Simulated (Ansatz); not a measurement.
# CH₅BN₂Zn: a ladder of functionals and wavefunction methods

One table from this session's results is given with a row withheld; the runs are named, their logs left out.

Program: Ansatz 0.2.0, Gaussian basis. Level of theory: functionals in def2-TZVPP, the program's frozen cores in correlated methods. These are calculated values, not measurements.

The runs, in order: LDA (SPW92), PBE-D4, revPBE-D4, BLYP-D4, r2SCAN-D4, B97M-V, PBE0-D4, B3LYP-D4, r2SCANh-D4, r2SCAN0-D4, HSE06-D4, BHLYP-D4, CAM-B3LYP-D4, LC-ωPBE, ωB97X-V, ωB97M-V, B2PLYP, PBE-QIDH; CCSD(T)/def2-SVP; CCSD(T)/def2-TZVPP; MP2/def2-QZVPP; extrapolation to the limit; RPA on PBE.

## The relaxed structure

All runs share one geometry, relaxed beforehand with PBE0-D4 in a triple-zeta def2 set.

SMILES `B[N]1C[NH][Zn]1`, 10 atoms, charge 0, spin multiplicity 1.

Atoms are counted from 1 here; the program's logs count them from 0.

Bond lengths: B1–N2 1.377 Å, B1–H6 1.201 Å, B1–H7 1.206 Å, N2–C3 1.484 Å, N2–Zn5 1.907 Å, C3–N4 1.468 Å, C3–H8 1.096 Å, C3–H9 1.098 Å, N4–Zn5 1.905 Å, N4–H10 1.012 Å. Angles: N2–B1–H6 119.4°, N2–B1–H7 120.4°, H6–B1–H7 120.2°, B1–N2–C3 127.0°, B1–N2–Zn5 146.9°, C3–N2–Zn5 86.0°, N2–C3–N4 108.3°, N2–C3–H8 110.2°, N2–C3–H9 107.4°, N4–C3–H8 112.5°, N4–C3–H9 109.1°, H8–C3–H9 109.3°, C3–N4–Zn5 86.5°, C3–N4–H10 112.3°, Zn5–N4–H10 122.4°, N2–Zn5–N4 77.8°.

Set-up of the first run:

File in.yaml:

```yaml
crystal:
  periodic: [false, false, false]
  atoms:
    - {symbol: B, position_ang: [-1.656750, 0.796026, 0.006428]}
    - {symbol: N, position_ang: [-0.324514, 0.540166, -0.231593]}
    - {symbol: C, position_ang: [0.465983, -0.614259, 0.262511]}
    - {symbol: N, position_ang: [1.887928, -0.333248, 0.026822]}
    - {symbol: Zn, position_ang: [1.302051, 1.146235, -1.020127]}
    - {symbol: H, position_ang: [-2.166471, 1.768251, -0.481848]}
    - {symbol: H, position_ang: [-2.306999, 0.052408, 0.697643]}
    - {symbol: H, position_ang: [0.134015, -1.537208, -0.227371]}
    - {symbol: H, position_ang: [0.290062, -0.694579, 1.343397]}
    - {symbol: H, position_ang: [2.374684, -1.123793, -0.375873]}
basis:
  gaussian: {orbitals: def2-TZVPP}
hamiltonian: {xc: lda}
output: {orbitals: {seedname: orbitals}}
```

Steps of the session up to this table: LDA; PBE-D4 (GGA); revPBE-D4 (GGA); BLYP-D4 (GGA); r2SCAN-D4 (meta-GGA); B97M-V (meta-GGA); PBE0-D4 (hybrid); B3LYP-D4 (hybrid); r2SCANh-D4 (hybrid); r2SCAN0-D4 (hybrid); HSE06-D4 (hybrid); BHLYP-D4 (hybrid); CAM-B3LYP-D4 (range-separated); LC-ωPBE (range-separated); ωB97X-V (range-separated); ωB97M-V (range-separated); B2PLYP (double hybrid); PBE-QIDH (double hybrid).

One table of the session follows, with a row left open; its other results are not shown here.

It belongs to the step «Orbital energies across the functionals». 

| functional | HOMO (eV) | LUMO (eV) | gap (eV) |
| --- | --- | --- | --- |
| LDA (SPW92) | -5.48 | -4.09 | 1.39 |
| PBE-D4 | -5.31 | -3.89 | 1.43 |
| revPBE-D4 | -5.24 | -3.80 | 1.44 |
| BLYP-D4 | -5.23 | -3.86 | 1.37 |
| r2SCAN-D4 | -5.48 | -3.75 | 1.73 |
| B97M-V | ? | ? | ? |
| PBE0-D4 | -6.45 | -3.17 | 3.28 |
| B3LYP-D4 | -6.30 | -3.46 | 2.84 |
| r2SCANh-D4 | -5.92 | -3.47 | 2.44 |
| r2SCAN0-D4 | -6.58 | -3.07 | 3.51 |
| HSE06-D4 | -6.04 | -3.53 | 2.52 |
| BHLYP-D4 | -7.55 | -2.53 | 5.03 |
| CAM-B3LYP-D4 | -7.82 | -2.37 | 5.46 |
| LC-ωPBE | -9.06 | -1.22 | 7.84 |
| ωB97X-V | -8.75 | -1.33 | 7.42 |
| ωB97M-V | -8.71 | -1.50 | 7.21 |

**Question.** Estimate the row for B97M-V.

As computed: HOMO (eV): -5.58; LUMO (eV): -3.97; gap (eV): 1.61. In the column «HOMO (eV)» it lies between r2SCANh-D4 (-5.92) and LDA (SPW92) (-5.48).
